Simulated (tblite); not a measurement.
# C5H11BF2Si: the cost of one run

Programs: tblite 0.8.0 and PySCF 2.14.0, with density-fitted response routines of our own. Each step states its level of theory. These are calculated values for one molecule in the gas phase, unless marked as measured. Atoms are numbered from 0 throughout.

**1. The starting structure**

20 atoms, charge 0, multiplicity 1; geometry from: force field or distance geometry start.

Bonds of the start (Å): C0–C1 1.32, C1–C2 1.50, C1–C3 1.49, C3–C4 1.50, C4–Si5 1.86, C3–B6 1.61, B6–F7 1.42, B6–F8 1.44, C0–H9 1.09, C0–H10 1.08, C2–H11 1.11, C2–H12 1.12, C2–H13 1.12, C3–H14 1.09, C4–H15 1.10, C4–H16 1.10, Si5–H17 1.48, Si5–H18 1.48, Si5–H19 1.45.

**2. Relaxing the molecule with GFN2-xTB**

What the job is given:

```
{"job": {"kind": "relax", "xc": "GFN2-xTB", "basis": "xTB"}, "charge": 0, "multiplicity": 1}
C     -1.707800     1.413700     0.090600
C     -1.346300     0.164600    -0.120100
C     -2.319600    -0.974300    -0.183400
C      0.088100    -0.192000    -0.281700
C      1.037200     0.963400    -0.181800
Si     2.744100     0.252700    -0.425100
B      0.469000    -1.139600     0.960400
F      0.210800    -2.535600     0.879800
F      0.730300    -0.536400     2.247200
H     -2.778600     1.605700     0.206000
H     -1.034900     2.250800     0.149900
H     -1.768500    -1.934600    -0.244100
H     -3.007300    -0.990200     0.695000
H     -2.945700    -0.907600    -1.104600
H      0.257900    -0.725900    -1.216600
H      0.813000     1.769200    -0.902100
H      0.996200     1.387200     0.833600
H      2.672000    -1.200400    -0.164500
H      3.704800     0.826500     0.540100
H      3.180100     0.513400    -1.781500
```

Command:

```bash
$ OMP_NUM_THREADS=1 python probes_run.py task.json out
```

The driver reads the jobs from task.json and runs them one after another.

**Question.** How long does this first job take on 1 thread of Arm Neoverse N1, shared host, and how much memory does it need?

About 2.1 s, with a peak of 0.18 GiB.
